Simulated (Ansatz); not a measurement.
# Na4SrTe3: the cost of one run

Method: DFT PBE, scalar-relativistic, plane waves, PAW, in Ansatz 0.2.0.

## 1. The starting structure

Symmetry: P-3m1, No. 164, trigonal system. The conventional cell has a = 5.119 Å, b = 5.119 Å, c = 9.424 Å, α = 90.00°, β = 90.00°, γ = 120.00°. Na (site symmetry 3m) is surrounded by 4 Na at 2.96 to 3.24 Å and 1 Sr at 3.09 Å. Na (site symmetry 3m) has 3 Na at 2.96 Å in its first shell of neighbours. Around Sr (site symmetry -3m) lie 6 Te at 2.56 Å. Around Te (site symmetry 2/m) lie 4 Te at 2.56 Å and 2 Sr at 2.56 Å.

Structure file:

```xyz
8
Lattice="5.1193 0.0000 0.0000 -2.5596 4.4334 0.0000 0.0000 0.0000 9.4239" Properties=species:S:1:pos:R:3 pbc="T T T"
Na    0.0000    0.0000    6.3298
Na    0.0000    0.0000    3.0940
Na    0.0000    2.9556    3.0978
Na    2.5596    1.4778    6.3261
Sr    0.0000    0.0000    0.0000
Te    2.5596    0.0000    0.0000
Te   -1.2798    2.2167    0.0000
Te    1.2798    2.2167    0.0000
```

A structure generator made this guess: random cell by space group and Wyckoff sites (P-3m1, No. 164). The dimensions are guesses.

## 2. A first look at the guess

Contents of input.yaml:

```yaml
crystal:
  lattice:
    - [5.11927553, 0.0, 0.0]
    - [-2.55963776, 4.43342265, 0.0]
    - [0.0, 0.0, 9.42387379]
  atoms:
    - { symbol: Na, position: [0.0, 0.0, 0.67168115] }
    - { symbol: Na, position: [0.0, 0.0, 0.32831885] }
    - { symbol: Na, position: [0.33333333, 0.66666667, 0.32871728] }
    - { symbol: Na, position: [0.66666667, 0.33333333, 0.67128272] }
    - { symbol: Sr, position: [0.0, 0.0, 0.0] }
    - { symbol: Te, position: [0.5, 0.0, 0.0] }
    - { symbol: Te, position: [0.0, 0.5, 0.0] }
    - { symbol: Te, position: [0.5, 0.5, 0.0] }
basis:
  ecutwfc: 420
kpoints:
  mp_grid: { grid: [6, 6, 2] }
hamiltonian:
  xc: pbe
scf:
  occupations: { method: gaussian, width: 0.1 }
  lower_state_search: "off"
output:
  forces: true
  stress: true
  eigenvalues: true
```

On the command line:

```bash
$ ansatz run input.yaml --threads 1 --pin off --max-ram 2560MiB --backend cpu --events-out ev --progress --plain --runs-dir out
```

What time and memory should one allow on 1 thread of Intel Xeon 6975P-C (Granite Rapids), shared host?

About 4.8 s, with a peak of 0.55 GiB.
